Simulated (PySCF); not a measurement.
# C3H8Mg (SMILES C[CH2][Mg][CH3]) at 6 levels

Wanted: a comparison of 6 runs (HF/3-21G, HF/def2-SVP, r2SCAN/STO-3G, PBE0/def2-SVP, wB97X/def2-SVP, PBE0/def2-TZVP) of C3H8Mg. 

The calculation is run with PySCF 2.14.0.

## 1. The molecule

C3H8Mg: 12 atoms, total charge 0, spin state singlet. SMILES: `C[CH2][Mg][CH3]`. The shape is that of a PBE0-D4/def2-TZVP optimisation.

Bond lengths: C1–C2 1.531 Å, C2–Mg3 2.104 Å, Mg3–C4 2.089 Å, C1–H5 1.095 Å, C1–H6 1.097 Å, C1–H7 1.095 Å, C2–H8 1.098 Å, C2–H9 1.098 Å, C4–H10 1.095 Å, C4–H11 1.095 Å, C4–H12 1.095 Å. Some angles: C1–C2–Mg3 116.3°, C2–Mg3–C4 179.7°, C1–C2–H8 109.4°, C1–C2–H9 109.4°, Mg3–C2–H8 108.2°, Mg3–C2–H9 108.2°, C2–C1–H5 112.1°, C2–C1–H6 112.8°, C2–C1–H7 112.1°, Mg3–C4–H10 111.9°.

## 2. Energy and gradient at HF/3-21G (run 1)

start.xyz

```xyz
12

C     -1.336700     1.586500     0.777600
C     -0.717300     0.251700     1.200200
Mg     0.528300    -0.687400    -0.211500
C      1.761900    -1.612600    -1.620900
H     -1.960800     1.485400    -0.116300
H     -1.975000     2.023900     1.555300
H     -0.575100     2.336800     0.542000
H     -0.142400     0.392400     2.125100
H     -1.515500    -0.451000     1.473700
H      2.447900    -0.901300    -2.093100
H      1.184000    -2.079900    -2.425500
H      2.377900    -2.399600    -1.172600
```

calc.py

```python
import pyscf.grad
from pyscf import gto

system = gto.Mole()
system.atom = 'start.xyz'
system.basis = '3-21g'
system.verbose = 4
system.spin = 0
system.charge = 0
system.max_memory = 1860
system.build()

mf = system.RHF()
mf.conv_tol = 1e-10
mf.kernel()
if not mf.converged:
    mf = mf.newton().run(mf.mo_coeff, mf.mo_occ)

energy = mf.e_tot
print('E = %.10f Eh' % energy)
grad = mf.Gradients().kernel()
mf.analyze()
```

Launch:

```
$ OMP_NUM_THREADS=1 python calc.py
```

What it wrote:

```text
PySCF version 2.14.0

[... 81 lines left out ...]
Nuclear Repulsion Energy =             128.666045269269773
[... 7 lines left out ...]
MO #2   energy= -11.1430522531462  occ= 2
[... 5 lines left out ...]
MO #8   energy= -2.20911683307067  occ= 2
[... 5 lines left out ...]
MO #14  energy= -0.503590909646443 occ= 2
[... 5 lines left out ...]
MO #20  energy= 0.078630137620956  occ= 0
[... 5 lines left out ...]
MO #26  energy= 0.320589972179318  occ= 0
[... 5 lines left out ...]
MO #32  energy= 0.404578111500738  occ= 0
[... 5 lines left out ...]
MO #38  energy= 0.958724065365871  occ= 0
[... 5 lines left out ...]
MO #44  energy= 1.18171671813101   occ= 0
[... 5 lines left out ...]
MO #50  energy= 1.39300768935081   occ= 0
[... 5 lines left out ...]
MO #56  energy= 2.37247756222446   occ= 0
[... 32 lines left out ...]
pop of  2 Mg 4pz          0.00468
pop of  3 C 1s            1.99969
pop of  3 C 2s            1.15022
pop of  3 C 3s            0.00760
pop of  3 C 2px           1.23148
pop of  3 C 2py           1.17111
pop of  3 C 2pz           1.27407
pop of  3 C 3px           0.00754
pop of  3 C 3py           0.00431
pop of  3 C 3pz           0.00982
pop of  4 H 1s            0.92377
pop of  4 H 2s            0.00762
pop of  5 H 1s            0.91941
pop of  5 H 2s            0.00817
pop of  6 H 1s            0.92370
pop of  6 H 2s            0.00763
pop of  7 H 1s            0.93204
pop of  7 H 2s            0.00656
pop of  8 H 1s            0.93206
pop of  8 H 2s            0.00656
pop of  9 H 1s            0.92035
pop of  9 H 2s            0.00634
pop of  10 H 1s           0.92050
pop of  10 H 2s           0.00633
pop of  11 H 1s           0.92084
pop of  11 H 2s           0.00631
 ** Mulliken atomic charges  **
charge of    0C =     -0.24533
charge of    1C =     -0.72182
charge of    2Mg =      1.27116
charge of    3C =     -0.85583
charge of    4H =      0.06861
charge of    5H =      0.07242
charge of    6H =      0.06867
charge of    7H =      0.06140
charge of    8H =      0.06138
charge of    9H =      0.07331
charge of   10H =      0.07317
charge of   11H =      0.07286
Dipole moment(X, Y, Z, Debye):  0.10090, -0.21918,  0.07863
```

Wall time 4.2 s (1 thread of Intel Xeon at 2.50GHz (Skylake/Cascade Lake), shared host); peak memory 0.13 GiB.

## 3. Energy and forces at HF/def2-SVP (run 2)

job.py

```python
from pyscf import gto

system = gto.Mole()
system.atom = '''
C       -1.336700       1.586500       0.777600
C       -0.717300       0.251700       1.200200
Mg       0.528300      -0.687400      -0.211500
C        1.761900      -1.612600      -1.620900
H       -1.960800       1.485400      -0.116300
H       -1.975000       2.023900       1.555300
H       -0.575100       2.336800       0.542000
H       -0.142400       0.392400       2.125100
H       -1.515500      -0.451000       1.473700
H        2.447900      -0.901300      -2.093100
H        1.184000      -2.079900      -2.425500
H        2.377900      -2.399600      -1.172600
'''
system.basis = 'def2-svp'
system.max_memory = 1860
system.verbose = 4
system.charge = 0
system.build()

mf = system.RHF()
mf.conv_tol = 1e-10
mf.kernel()
if not mf.converged:
    mf = mf.newton().run(mf.mo_coeff, mf.mo_occ)

etot = mf.e_tot
print('E = %.10f Eh' % etot)
grad = mf.nuc_grad_method().kernel()
mf.analyze()
```

Launch:

```
$ OMP_NUM_THREADS=1 python job.py
```

What it wrote:

```text
PySCF version 2.14.0

[... 87 lines left out ...]
DFT Exchange-Correlation Energy =      -34.441235739973905
[... 11 lines left out ...]
MO #10  energy= -0.87162938891676  occ= 2
[... 9 lines left out ...]
MO #20  energy= 0.0542337708820817 occ= 0
[... 9 lines left out ...]
MO #30  energy= 0.282577217978022  occ= 0
[... 9 lines left out ...]
MO #40  energy= 0.577475577610091  occ= 0
[... 9 lines left out ...]
MO #50  energy= 0.934054658580654  occ= 0
[... 9 lines left out ...]
MO #60  energy= 1.18650077061675   occ= 0
[... 9 lines left out ...]
MO #70  energy= 1.94875665983275   occ= 0
[... 9 lines left out ...]
MO #80  energy= 2.27704552564437   occ= 0
[... 9 lines left out ...]
MO #90  energy= 2.80493995202448   occ= 0
[... 9 lines left out ...]
MO #100 energy= 3.43076339335084   occ= 0
[... 76 lines left out ...]
pop of  6 H 2pz           0.00013
pop of  7 H 1s            0.93634
pop of  7 H 2s            0.00556
pop of  7 H 2px           0.00047
pop of  7 H 2py           0.00005
pop of  7 H 2pz           0.00127
pop of  8 H 1s            0.93636
pop of  8 H 2s            0.00556
pop of  8 H 2px           0.00083
pop of  8 H 2py           0.00057
pop of  8 H 2pz           0.00039
pop of  9 H 1s            0.92159
pop of  9 H 2s            0.00519
pop of  9 H 2px           0.00070
pop of  9 H 2py           0.00054
pop of  9 H 2pz           0.00045
pop of  10 H 1s           0.92170
pop of  10 H 2s           0.00519
pop of  10 H 2px          0.00040
pop of  10 H 2py          0.00035
pop of  10 H 2pz          0.00095
pop of  11 H 1s           0.92153
pop of  11 H 2s           0.00517
pop of  11 H 2px          0.00060
pop of  11 H 2py          0.00080
pop of  11 H 2pz          0.00030
 ** Mulliken atomic charges  **
charge of    0C =     -0.21613
charge of    1C =     -0.71782
charge of    2Mg =      1.28198
charge of    3C =     -0.85881
charge of    4H =      0.06014
charge of    5H =      0.06330
charge of    6H =      0.06022
charge of    7H =      0.05630
charge of    8H =      0.05628
charge of    9H =      0.07152
charge of   10H =      0.07141
charge of   11H =      0.07160
Dipole moment(X, Y, Z, Debye):  0.06575, -0.18444,  0.10788
```

It took 13 s on 1 thread of Intel Xeon at 2.50GHz (Skylake/Cascade Lake), shared host; peak memory 0.21 GiB.

Runs 3 to 4 aren't shown in full; the table further down has their settings and results.

## 4. Energy and forces at wB97X/def2-SVP (run 5)

calc.py

```python
# C[CH2][Mg][CH3]
import pyscf.grad
from pyscf import gto, dft

mol = gto.M(
    atom='''
C   -1.336700   1.586500   0.777600
C   -0.717300   0.251700   1.200200
Mg   0.528300  -0.687400  -0.211500
C    1.761900  -1.612600  -1.620900
H   -1.960800   1.485400  -0.116300
H   -1.975000   2.023900   1.555300
H   -0.575100   2.336800   0.542000
H   -0.142400   0.392400   2.125100
H   -1.515500  -0.451000   1.473700
H    2.447900  -0.901300  -2.093100
H    1.184000  -2.079900  -2.425500
H    2.377900  -2.399600  -1.172600
''',
    spin=0,
    verbose=3,
    charge=0,
    basis='def2-svp',
    max_memory=1860,
)

mf = dft.RKS(mol, xc='wb97x')
mf.conv_tol = 1e-10
mf.grids.level = 5
mf.kernel()
if not mf.converged:
    mf = mf.newton().run(mf.mo_coeff, mf.mo_occ)

etot = mf.e_tot
print('E = %.10f Eh' % etot)
grad = mf.Gradients().kernel()
mf.analyze()
```

Launch:

```
$ OMP_NUM_THREADS=1 python calc.py
```

What it wrote:

```text
converged SCF energy = -318.989537751176
[... 10 lines left out ...]
MO #1   energy= -46.8274663939214  occ= 2
[... 8 lines left out ...]
MO #10  energy= -0.762510507937733 occ= 2
[... 8 lines left out ...]
MO #19  energy= -0.310661859521991 occ= 2
[... 8 lines left out ...]
MO #28  energy= 0.22642730613858   occ= 0
[... 8 lines left out ...]
MO #37  energy= 0.362727184434621  occ= 0
[... 8 lines left out ...]
MO #46  energy= 0.721532698593303  occ= 0
[... 8 lines left out ...]
MO #55  energy= 0.837540095147294  occ= 0
[... 8 lines left out ...]
MO #64  energy= 1.41499677795781   occ= 0
[... 8 lines left out ...]
MO #73  energy= 1.88759399871254   occ= 0
[... 8 lines left out ...]
MO #82  energy= 2.09134548918426   occ= 0
[... 8 lines left out ...]
MO #91  energy= 2.65442453014592   occ= 0
[... 8 lines left out ...]
MO #100 energy= 3.18280314264195   occ= 0
[... 13 lines left out ...]
Dipole moment(X, Y, Z, Debye):  0.05400, -0.15120,  0.08822
```

Run time: 87 s. Hardware: 1 thread of Intel Xeon at 2.50GHz (Skylake/Cascade Lake), shared host; peak memory 1 GiB.

## 5. Energy and gradient at PBE0/def2-TZVP (run 6)

mol.xyz

```xyz
12

C     -1.336700     1.586500     0.777600
C     -0.717300     0.251700     1.200200
Mg     0.528300    -0.687400    -0.211500
C      1.761900    -1.612600    -1.620900
H     -1.960800     1.485400    -0.116300
H     -1.975000     2.023900     1.555300
H     -0.575100     2.336800     0.542000
H     -0.142400     0.392400     2.125100
H     -1.515500    -0.451000     1.473700
H      2.447900    -0.901300    -2.093100
H      1.184000    -2.079900    -2.425500
H      2.377900    -2.399600    -1.172600
```

input.py

```python
from pyscf import gto, dft

system = gto.Mole()
system.atom = 'mol.xyz'
system.basis = 'def2-tzvp'
system.verbose = 3
system.max_memory = 1860
system.charge = 0
system.build()

mf = dft.RKS(system, xc='pbe0')
mf.grids.level = 5
mf.conv_tol = 1e-10
mf.kernel()
if not mf.converged:
    mf = mf.newton().run(mf.mo_coeff, mf.mo_occ)

etot = mf.e_tot
print('E(%s) = %.9f' % ('PBE0', etot))
grad = mf.nuc_grad_method().kernel()
mf.analyze()
```

Launch:

```
$ OMP_NUM_THREADS=1 python input.py
```

What it wrote:

```text
converged SCF energy = -318.970608005968
[... 17 lines left out ...]
MO #8   energy= -1.83875667354292  occ= 2
[... 14 lines left out ...]
MO #23  energy= 0.0627244294519396 occ= 0
[... 14 lines left out ...]
MO #38  energy= 0.264214576833747  occ= 0
[... 14 lines left out ...]
MO #53  energy= 0.472470394560873  occ= 0
[... 14 lines left out ...]
MO #68  energy= 0.808417995202692  occ= 0
[... 14 lines left out ...]
MO #83  energy= 1.53989626147739   occ= 0
[... 14 lines left out ...]
MO #98  energy= 1.87765894984954   occ= 0
[... 14 lines left out ...]
MO #113 energy= 2.40965841705041   occ= 0
[... 14 lines left out ...]
MO #128 energy= 2.91836222514747   occ= 0
[... 14 lines left out ...]
MO #143 energy= 3.34356140839531   occ= 0
[... 14 lines left out ...]
MO #158 energy= 4.26735964230049   occ= 0
[... 14 lines left out ...]
MO #173 energy= 22.3892571417728   occ= 0
[... 13 lines left out ...]
Dipole moment(X, Y, Z, Debye):  0.01248, -0.14107,  0.16352
```

Run time: 2.2 min. Hardware: 1 thread of Intel Xeon at 2.50GHz (Skylake/Cascade Lake), shared host; peak memory 2.3 GiB.

## 6. Overview of the runs

| run | level | integration grid | energy (Eh) | dipole moment (D) | HOMO energy (eV) | LUMO energy (eV) | wall time |
| --- | --- | --- | --- | --- | --- | --- | --- |
| 1 | HF/3-21G | – | -316.055915 | 0.25 | -8.71 | 2.14 | 4.2 s |
| 2 | HF/def2-SVP | – | -317.680027 | 0.22 | -8.91 | 1.48 | 13 s |
| 3 | r2SCAN/STO-3G | 5 | -315.188221 | 0.39 | -2.37 | 5.87 | 25 s |
| 4 | PBE0/def2-SVP | 5 | -318.770848 | 0.17 | -6.11 | -0.35 | 54 s |
| 5 | wB97X/def2-SVP | 5 | -318.989538 | 0.18 | -8.45 | 1.27 | 87 s |
| 6 | PBE0/def2-TZVP | 5 | -318.970608 | 0.22 | -6.11 | -0.51 | 2.2 min |

## 7. Results

```
                       quantity          value
            run 6: total energy  -318.97061 Eh
           run 6: dipole moment         0.22 D
             run 6: HOMO energy       -6.11 eV
             run 6: LUMO energy       -0.51 eV
           run 6: HOMO–LUMO gap        5.60 eV
run 6: largest force on an atom     0.009 eV/Å
```

What this shows: The dipole moment (its size) runs from 0.17 D (PBE0/def2-SVP) to 0.39 D (r2SCAN/STO-3G). The two ends differ in method and basis. The HOMO–LUMO gap runs from 5.60 eV (PBE0/def2-TZVP) to 10.85 eV (HF/3-21G). Totals of different functionals can't be ranked against each other. In run 3 the basis is minimal, so the values are rough. All runs together took 5.2 min, the longest 2.2 min.
